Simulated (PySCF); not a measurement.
# A gas-phase reaction: B5H9N6 + H3InO3 → B5H10InN6O2 + H2O, part 2 of 2

PySCF 2.14.0. Atoms count from 0, parts from 1.

## 5. Reaction energy: SCAN/6-31+G* In:def2-SVP

What the job is given:

```
{"job": {"kind": "react", "xc": "SCAN", "basis": {"default": "6-31+G*", "In": "def2-SVP"}}, "charge": 0, "multiplicity": 1}
-1 B5H9N6 charge 0 multiplicity 1
N     -0.554670     3.317770    -1.002370
N     -0.396080     1.910080    -0.803760
B     -0.889370     1.029940    -1.806770
N     -0.792150    -0.353820    -1.556510
B     -0.235410    -0.886160    -0.354020
N     -0.164640    -2.294070    -0.117100
B      0.392980    -2.834470     1.060360
N      0.894260    -1.904760     2.009550
B      0.851910    -0.501790     1.834590
N      0.277390     0.028130     0.633110
B      0.195310     1.437200     0.390130
H      0.078870     3.807660    -0.375880
H     -0.310750     3.550270    -1.962050
H     -1.335470     1.449700    -2.808210
H     -1.135640    -0.996810    -2.253680
H     -0.533610    -2.917810    -0.818870
H      0.441590    -3.993420     1.245700
H      1.301100    -2.264360     2.859140
H      1.284550     0.210430     2.661110
H      0.629830     2.206290     1.165520

-1 H3InO3 charge 0 multiplicity 1
O      1.798450    -0.637210     0.328990
In     0.003610    -0.004130    -0.002820
O     -0.400090     1.879890     0.124740
O     -1.401020    -1.246780    -0.462630
H      1.830540    -1.589980     0.244220
H      0.388320     2.367500     0.362670
H     -2.219790    -0.769290    -0.595180

+1 B5H10InN6O2 charge 0 multiplicity 1
O     -1.103660     3.959470    -3.595340
In    -0.705280     2.123610    -2.944740
O      1.189790     1.616790    -3.253080
N     -1.979150     0.881160    -1.666320
N     -1.241750     0.063970    -0.835500
B     -1.286120    -1.356850    -0.978610
N     -0.602070    -2.119940    -0.020540
B      0.162740    -1.534970     1.039710
N      0.858870    -2.336100     1.989150
B      1.634450    -1.776200     3.029180
N      1.684900    -0.358320     3.090760
B      1.017680     0.494140     2.184490
N      0.229390    -0.096440     1.134710
B     -0.452470     0.695260     0.174080
H     -1.958190     4.288880    -3.324380
H      1.609650     2.335590    -3.726150
H     -2.482210     0.286550    -2.332060
H     -1.900840    -1.846040    -1.853580
H     -0.629430    -3.125960    -0.090200
H      0.801790    -3.339890     1.906750
H      2.204230    -2.449280     3.802630
H      2.233700     0.065460     3.823180
H      1.095100     1.658190     2.291840
H     -0.381130     1.870930     0.154010

+1 H2O charge 0 multiplicity 1
O      0.000160     0.379360    -0.000400
H     -0.772220    -0.189370    -0.008520
H      0.772060    -0.189990     0.008920
```

Method: SCAN/6-31+G* In:def2-SVP reaction energy of separated species, gas phase.

Output:

```text
species 1 (B5H9N6)
coarse grid: 78872 points
cycle   1  E = -458.2467180543  dE =  1.489e+00  |g| = 7.993e-01  |ddm| = 5.721e+00
cycle   2  E = -458.0433457420  dE =  2.034e-01  |g| = 1.226e+00  |ddm| = 3.950e+00
cycle   3  E = -458.3886055333  dE = -3.453e-01  |g| = 1.372e-01  |ddm| = 2.760e+00
cycle   4  E = -458.3930087322  dE = -4.403e-03  |g| = 5.208e-02  |ddm| = 3.087e-01
cycle   5  E = -458.3935658530  dE = -5.571e-04  |g| = 2.312e-02  |ddm| = 8.670e-02
cycle   6  E = -458.3936853080  dE = -1.195e-04  |g| = 5.633e-03  |ddm| = 4.025e-02
cycle   7  E = -458.3936917438  dE = -6.436e-06  |g| = 1.889e-03  |ddm| = 8.368e-03
final grid: 170344 points
cycle   8  E = -458.3803995056  dE = -1.234e-04  |g| = 1.208e-02  |ddm| = 1.478e-01
cycle   9  E = -458.3803612964  dE =  3.821e-05  |g| = 1.767e-02  |ddm| = 4.662e-02
cycle  10  E = -458.3804347245  dE = -7.343e-05  |g| = 1.905e-03  |ddm| = 2.762e-02
cycle  11  E = -458.3804356037  dE = -8.792e-07  |g| = 6.182e-04  |ddm| = 3.278e-03
cycle  12  E = -458.3804356734  dE = -6.967e-08  |g| = 2.579e-04  |ddm| = 9.547e-04
cycle  13  E = -458.3804356890  dE = -1.561e-08  |g| = 5.113e-05  |ddm| = 3.833e-04
cycle  14  E = -458.3804356896  dE = -5.595e-10  |g| = 1.988e-05  |ddm| = 9.432e-05
converged SCF energy = -458.3804356896

species 2 (H3InO3)
coarse grid: 31048 points
cycle   1  E = -416.7981344644  dE = -2.026e+01  |g| = 1.999e+00  |ddm| = 1.246e+01
cycle   2  E = -416.6241428664  dE =  1.740e-01  |g| = 2.302e+00  |ddm| = 6.005e+00
cycle   3  E = -417.5739379656  dE = -9.498e-01  |g| = 2.102e-01  |ddm| = 2.701e+00
cycle   4  E = -417.5638603318  dE =  1.008e-02  |g| = 3.057e-01  |ddm| = 4.025e-01
cycle   5  E = -417.5833299269  dE = -1.947e-02  |g| = 8.358e-03  |ddm| = 2.740e-01
cycle   6  E = -417.5833420286  dE = -1.210e-05  |g| = 4.966e-03  |ddm| = 1.465e-02
cycle   7  E = -417.5833435974  dE = -1.569e-06  |g| = 4.165e-03  |ddm| = 6.994e-03
cycle   8  E = -417.5833473239  dE = -3.726e-06  |g| = 9.870e-05  |ddm| = 3.438e-03
final grid: 63784 points
cycle   9  E = -417.5939074763  dE = -1.007e-04  |g| = 9.970e-03  |ddm| = 2.548e-02
cycle  10  E = -417.5938398859  dE =  6.759e-05  |g| = 2.094e-02  |ddm| = 2.336e-02
cycle  11  E = -417.5939280460  dE = -8.816e-05  |g| = 5.620e-04  |ddm| = 1.628e-02
cycle  12  E = -417.5939280714  dE = -2.534e-08  |g| = 4.065e-04  |ddm| = 8.369e-04
cycle  13  E = -417.5939280962  dE = -2.482e-08  |g| = 2.174e-04  |ddm| = 4.838e-04
cycle  14  E = -417.5939281061  dE = -9.927e-09  |g| = 7.204e-06  |ddm| = 1.798e-04
cycle  15  E = -417.5939281061  dE = -1.000e-11  |g| = 3.243e-06  |ddm| = 1.684e-05
converged SCF energy = -417.5939281061

species 3 (B5H10InN6O2)
coarse grid: 99792 points
cycle   1  E = -794.3263637648  dE = -1.446e+01  |g| = 3.292e+00  |ddm| = 2.246e+01
cycle   2  E = -555.9412780924  dE =  2.384e+02  |g| = 1.679e+01  |ddm| = 1.769e+02
cycle   3  E = -714.2672441078  dE = -1.583e+02  |g| = 1.060e+01  |ddm| = 1.555e+02
cycle   4  E = -799.1947951937  dE = -8.493e+01  |g| = 1.214e+00  |ddm| = 1.146e+02
cycle   5  E = -798.7602815703  dE =  4.345e-01  |g| = 1.792e+00  |ddm| = 5.222e+00
cycle   6  E = -799.5423699882  dE = -7.821e-01  |g| = 4.517e-01  |ddm| = 3.602e+00
cycle   7  E = -799.5710502533  dE = -2.868e-02  |g| = 2.436e-01  |ddm| = 1.037e+00
cycle   8  E = -799.5842033995  dE = -1.315e-02  |g| = 6.095e-02  |ddm| = 5.683e-01
cycle   9  E = -799.5848707496  dE = -6.674e-04  |g| = 3.463e-02  |ddm| = 1.427e-01
cycle  10  E = -799.5851180862  dE = -2.473e-04  |g| = 1.506e-02  |ddm| = 7.991e-02
cycle  11  E = -799.5851593502  dE = -4.126e-05  |g| = 7.523e-03  |ddm| = 2.943e-02
cycle  12  E = -799.5851716091  dE = -1.226e-05  |g| = 1.738e-03  |ddm| = 1.311e-02
cycle  13  E = -799.5851721977  dE = -5.885e-07  |g| = 7.880e-04  |ddm| = 4.262e-03
final grid: 212176 points
cycle  14  E = -799.5786990692  dE = -1.541e-04  |g| = 2.014e-02  |ddm| = 2.479e-01
cycle  15  E = -799.5779177866  dE =  7.813e-04  |g| = 5.769e-02  |ddm| = 1.472e-01
cycle  16  E = -799.5787954049  dE = -8.776e-04  |g| = 6.278e-03  |ddm| = 1.129e-01
cycle  17  E = -799.5788053030  dE = -9.898e-06  |g| = 1.505e-03  |ddm| = 1.377e-02
cycle  18  E = -799.5788057489  dE = -4.459e-07  |g| = 5.373e-04  |ddm| = 2.720e-03
cycle  19  E = -799.5788058111  dE = -6.228e-08  |g| = 2.525e-04  |ddm| = 1.241e-03
cycle  20  E = -799.5788058243  dE = -1.312e-08  |g| = 7.671e-05  |ddm| = 3.781e-04
cycle  21  E = -799.5788058253  dE = -1.012e-09  |g| = 3.997e-05  |ddm| = 1.941e-04
cycle  22  E = -799.5788058256  dE = -3.424e-10  |g| = 6.868e-06  |ddm| = 6.312e-05
converged SCF energy = -799.5788058256

species 4 (H2O)
coarse grid: 10128 points
cycle   1  E = -76.2973677289  dE =  3.442e-02  |g| = 6.592e-01  |ddm| = 1.178e+00
cycle   2  E = -76.1212078308  dE =  1.762e-01  |g| = 1.139e+00  |ddm| = 1.072e+00
cycle   3  E = -76.3806395863  dE = -2.594e-01  |g| = 3.418e-02  |ddm| = 7.134e-01
cycle   4  E = -76.3809211230  dE = -2.815e-04  |g| = 5.821e-03  |ddm| = 3.002e-02
cycle   5  E = -76.3809269158  dE = -5.793e-06  |g| = 1.254e-03  |ddm| = 5.287e-03
final grid: 21952 points
cycle   6  E = -76.3851770770  dE = -1.575e-05  |g| = 8.265e-04  |ddm| = 7.654e-03
cycle   7  E = -76.3851770332  dE =  4.373e-08  |g| = 1.005e-03  |ddm| = 1.061e-03
cycle   8  E = -76.3851772115  dE = -1.783e-07  |g| = 2.089e-04  |ddm| = 6.724e-04
cycle   9  E = -76.3851772198  dE = -8.277e-09  |g| = 9.499e-06  |ddm| = 1.277e-04
cycle  10  E = -76.3851772198  dE = -1.813e-11  |g| = 1.222e-06  |ddm| = 6.355e-06
converged SCF energy = -76.3851772198

Reaction energy = 6.514 kcal/mol
```

Wall time 4.4 min (1 thread of Arm Neoverse V1, shared host); peak memory 0.66 GiB.

Reaction energy at this level: 6.51 kcal/mol.

## 6. Comparing the runs

Energies in kcal/mol, with wall time:

```
                      run  reaction     time
     PBE0-D3(BJ)/def2-SVP      6.29     70 s
CAM-B3LYP-D3(BJ)/def2-SVP      9.27     92 s
  PBE/pcseg-1 In:def2-SVP      3.28  2.3 min
 SCAN/6-31+G* In:def2-SVP      6.51  4.4 min
```

## 7. Summary of results

What follows sums up all 2 parts.

```
                                                quantity                  value
                  reaction energy (PBE0-D3(BJ)/def2-SVP)          6.29 kcal/mol
                     ΔH, ΔG at 298 K (xTB thermal terms)    +5.2, +6.7 kcal/mol
range of the reaction energy over the runs of this table  3.28 to 9.27 kcal/mol
```

**Reading.** The reaction is endothermic by 5.2 kcal/mol in the gas phase; dispersion gives -1.56, and xTB itself gave -0.80 for the electronic energy (xTB energies and thermal terms come from the earlier relaxation of each species, not shown). No barrier was sought. The reaction energy runs from 3.28 (PBE/pcseg-1 In:def2-SVP) to 9.27 kcal/mol (CAM-B3LYP-D3(BJ)/def2-SVP). Some runs hold a dispersion term and some don't. Tight-binding geometries are rough for metal atoms; that holds for every run here that uses one unrelaxed.
